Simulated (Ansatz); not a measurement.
# SiH4 + HBr: a complex and its separated parts

The complex below is one end of an elementary step. How strongly is it bound against its free parts?

Computed with Ansatz 0.2.0, Gaussian basis. Level: PBE0-D4/def2-TZVP structures, single points in def2-TZVPP, no counterpoise correction.

Levels: SPW92, PBE-D4, BLYP-D4, r2SCAN-D4, B97M-V, PBE0-D4, B3LYP-D4, r2SCAN0-D4, BHLYP-D4, CAM-B3LYP-D4, wB97X-V, wB97M-V, B2PLYP, PBE-QIDH, RPA on PBE, Hartree-Fock, MP2, CCSD, CCSD(T).

Cores are frozen in the correlated methods. Filled d shells of the heavier atoms are correlated. B3LYP uses VWN-RPA correlation. B2PLYP carries no dispersion term here.

78 further runs of the same task are left out: 78 set aside as unsound or not needed.

## (1) Where the work starts

The complex: 7 atoms, charge 0, spin multiplicity 1.

Atoms are counted from 1 here; the program's logs count them from 0.

Bond lengths: Si1–H3 1.483 Å, Si1–H4 1.484 Å, Si1–H5 1.483 Å, Si1–H7 1.490 Å, Br2–H6 1.424 Å. Angles: H3–Si1–H4 110.1°, H3–Si1–H5 110.1°, H3–Si1–H7 108.9°, H4–Si1–H5 110.1°, H4–Si1–H7 108.7°, H5–Si1–H7 108.9°.

Coordinates:

```xyz
7

Si   -0.7791   -0.2512    0.6337
Br    2.1721    0.4847   -2.2446
H    -1.6083    0.2408   -0.4933
H    -1.5594   -0.2161    1.8952
H    -0.3154   -1.6329    0.3588
H     1.6813    0.7387   -0.9327
H     0.4087    0.6360    0.7828
```

Its parts: SiH4 holds atoms 1, 3, 4, 5, 7; HBr holds atoms 2, 6. Each part counts its atoms afresh in its own runs.

## (2) Relaxing SiH4 alone

The input, relax-a/in.yaml:

```yaml
crystal:
  periodic: [false, false, false]
  atoms:
    - {symbol: Si, position_ang: [-0.779058, -0.251176, 0.633670]}
    - {symbol: H, position_ang: [-1.608292, 0.240753, -0.493290]}
    - {symbol: H, position_ang: [-1.559398, -0.216114, 1.895177]}
    - {symbol: H, position_ang: [-0.315425, -1.632890, 0.358837]}
    - {symbol: H, position_ang: [0.408719, 0.636000, 0.782837]}
basis:
  gaussian: {orbitals: def2-TZVP}
hamiltonian: {xc: pbe0, dispersion: d4}
relax: {f_tol: 0.005, max_steps: 200}
```

Command:

```sh
ansatz run in.yaml --threads 2 --pin off --events-out ev --progress --plain --max-ram 4352MiB
```

Further steps of the session: Relaxing HBr alone; SPW92/def2-TZVPP; PBE-D4/def2-TZVPP; BLYP-D4/def2-TZVPP; r2SCAN-D4/def2-TZVPP; B97M-V/def2-TZVPP; PBE0-D4/def2-TZVPP; B3LYP-D4/def2-TZVPP; r2SCAN0-D4/def2-TZVPP; BHLYP-D4/def2-TZVPP; CAM-B3LYP-D4/def2-TZVPP; wB97X-V/def2-TZVPP; wB97M-V/def2-TZVPP; B2PLYP/def2-TZVPP; PBE-QIDH/def2-TZVPP; RPA on PBE/def2-TZVPP; CCSD(T)/def2-TZVPP; CCSD(T)/def2-QZVPP; Vibrations of SiH4; Vibrations of HBr.

Q: Predict the outcome of this session. Wanted: complex less parts, CCSD(T)/def2-TZVPP; with zero-point energy; largest T1 diagnostic.

The runs gave:

| quantity | value |
| --- | --- |
| complex less parts, CCSD(T)/def2-TZVPP | -0.034 eV |
| with zero-point energy | -0.007 eV |
| largest T1 diagnostic | 0.011 |

What this shows: At CCSD(T) the complex lies 0.034 eV below its parts. The functionals run from wB97M-V, off by -0.003 eV, to SPW92, off by -0.068 eV, against CCSD(T). wB97X-V is as near within the digits shown. Mean unsigned error by rung: LDA 0.068, GGA 0.019, meta-GGA 0.008, hybrid 0.011, range-separated hybrid 0.005, double hybrid 0.015 eV. PBE-D4 gives a relative energy 0.029 eV too low, an error of 84 % of the reference. No counterpoise was applied, and triple zeta lacks some correlation, so the CCSD(T) reference has a basis error of its own, and close matches with it are partly luck.
